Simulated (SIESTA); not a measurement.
CsLiCr2Te2S3:

```
Cs Li Cr Te S
1.0
     3.31929    1.91639    6.87982
    -3.31929    1.91639    6.87982
     0.00000   -3.83279    6.87982
Cs Li Cr Te S
1 1 2 2 3
Direct
  0.00000 0.00000 0.00000
  0.50000 0.50000 0.50000
  0.79848 0.79848 0.79848
  0.20152 0.20152 0.20152
  0.67990 0.67990 0.67990
  0.32010 0.32010 0.32010
  0.13626 0.86374 0.50000
  0.50000 0.13626 0.86374
  0.86374 0.50000 0.13626
```

The cell was built by a generator and needn't be a form met in nature.

Base run:

| Quantity | Value |
| --- | --- |
| Program | SIESTA 5.4.2 |
| Functional | PBE |
| Potentials or basis | PseudoDojo 0.4 standard (PBE files) |
| Basis | DZP (energy shift 0.003 Ry; two zetas on semicore shells; d shell added on Cs) |
| Grid cutoff | 800 Ry |
| Energy shift | 0.003 Ry |
| k mesh | 5 × 5 × 5 |
| Occupations | fermi-dirac, width 0.05 eV |
| Spin | collinear spin, ferromagnetic start |
| Starting moments | [0.0, 0.0, 3.0, 3.0, 0.0, 0.0, 0.0, 0.0, 0.0] μB |
| Hubbard terms | Cr d U = 4 eV |

Its results: band gap on the k mesh none (metal or under the smearing width); pressure 3.9 GPa; net moment 4.24 μB per cell; site moments Cs -0.12; Li -0.08; Cr +3.81; Te -0.95; S -0.43 μB; largest force 1.734 eV/Å.

The run is repeated on the same cell with these changes: hubbard terms from Cr d U = 4 eV to Cr d U = 6 eV. What comes out?

Band gap on the k mesh none (metal or under the smearing width); pressure 5.4 GPa; net moment 4.42 μB per cell; site moments Cs -0.13; Li -0.09; Cr +4.14; Te -0.99; S -0.55 μB; largest force 2.271 eV/Å.

Caveats: the basis of atomic orbitals isn't converged, which shifts pressures, moduli and gaps; only a ferromagnetic start was run, and an antiferromagnetic order may lie lower in energy; forces of over 1 eV/Å show positions far from the minimum, so gaps and moduli don't describe the material at rest.
